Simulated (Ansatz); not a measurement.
## LaGa2, space group P6/mmm: an equation of state with a fit, step by step

Program: Ansatz 0.2.0, Python API.

Notebook, run cell by cell (the value of a cell's last expression is shown):

**Cell 1**
```python
from dataclasses import dataclass

import ansatz as az
import numpy as np
from scipy.optimize import curve_fit
```

**Cell 2**
```python
@dataclass
class Settings:
    functional: str = 'r2scan'
    ecut: int = 550
    filling: str = 'fermi_dirac'
    sigma: float = 0.1
    kmesh: tuple[int, ...] = (8, 8, 7)
```

**Cell 3**
```python
opts = Settings()

VECTORS = np.array([
    [4.32, 0.0, 0.0],
    [-2.16, 3.74123, 0.0],
    [0.0, 0.0, 4.416],
])
SITES = [
    ('La', (0.0, 0.0, 0.0)),
    ('Ga', (1 / 3, 2 / 3, 0.5)),
    ('Ga', (2 / 3, 1 / 3, 0.5)),
]
```

**Cell 4**
```python
def make_crystal(cell):
    crystal = az.Crystal(lattice=az.Lattice.of(cell))
    for symbol, position in SITES:
        crystal = crystal.atom(symbol, position)
    return crystal
```

**Cell 5**
```python
def vinet(v, e0, v0, b0, b1):
    eta = (v / v0) ** (1 / 3)
    return e0 + 2 * b0 * v0 / (b1 - 1) ** 2 * (2 - (5 + 3 * b1 * (eta - 1) - 3 * eta) * np.exp(-1.5 * (b1 - 1) * (eta - 1)))

# scale the volume, keep shape and fractions
volumes, energies = [], []
for scale in np.linspace(0.9, 1.1, 9):
    cell = VECTORS * scale ** (1 / 3)
    job = (
        make_crystal(cell).calculation()
        .functional(opts.functional)
        .pseudopotentials('paw')
        .basis(opts.ecut)
        .occupations(opts.filling, width=opts.sigma)
        .kpoints(*opts.kmesh)
    )
    report = job.run(threads=1).report
    volumes.append(abs(np.linalg.det(cell)) / len(SITES))
    energies.append(report['free_energy_ev'] / len(SITES))
    print(f'V = {volumes[-1]:8.4f} A^3/atom  F = {energies[-1]:.5f} eV/atom')
```
Output:
```text
V =  21.4116 A^3/atom  F = -4615.82909 eV/atom
V =  22.0063 A^3/atom  F = -4615.86033 eV/atom
V =  22.6011 A^3/atom  F = -4615.88128 eV/atom
V =  23.1959 A^3/atom  F = -4615.89320 eV/atom
V =  23.7906 A^3/atom  F = -4615.89720 eV/atom
V =  24.3854 A^3/atom  F = -4615.89428 eV/atom
V =  24.9802 A^3/atom  F = -4615.88531 eV/atom
V =  25.5749 A^3/atom  F = -4615.87107 eV/atom
V =  26.1697 A^3/atom  F = -4615.85224 eV/atom
```

**Cell 6**
```python
guess = (min(energies), volumes[int(np.argmin(energies))], 0.5, 4.5)
(e0, v0, b0, b1), _ = curve_fit(vinet, np.array(volumes), np.array(energies), p0=guess, maxfev=20000)
print(f'Vinet fit: V0 = {v0:.4f} A^3/atom, B0 = {160.21766 * b0:.1f} GPa, B1 = {b1:.2f}')
print('largest residual', round(1000 * float(np.abs(vinet(np.array(volumes), e0, v0, b0, b1) - energies).max()), 3), 'meV/atom')
```
Output:
```text
Vinet fit: V0 = 23.8244 A^3/atom, B0 = 73.9 GPa, B1 = 4.37
largest residual 0.013 meV/atom
```

A third-order Birch-Murnaghan fit through the 9 points has its minimum at 23.82 Å³ an atom, 0.1 % above the typed cell, with a bulk modulus of 74 GPa and dB/dP = 4.3. From that minimum the energy rises by 68.1 meV an atom on the compressed side and 45.0 meV on the expanded side.

What to keep in mind:
- Total energies depend on the potentials; only differences at equal settings carry meaning.
- Shape and fractional positions are held along the curve, so the bulk modulus is an upper value where they are free to relax, by a factor of two or more in layered or hydrogen-bonded cells.
- The starting cell is as deposited in a crystallographic database; the results hold for this polymorph, which needn't be the stable one.
- It ran for 68 s on 1 thread of Intel(R) Xeon(R) Processor @ 2.30GHz (shared host), peak memory 0.79 GiB.
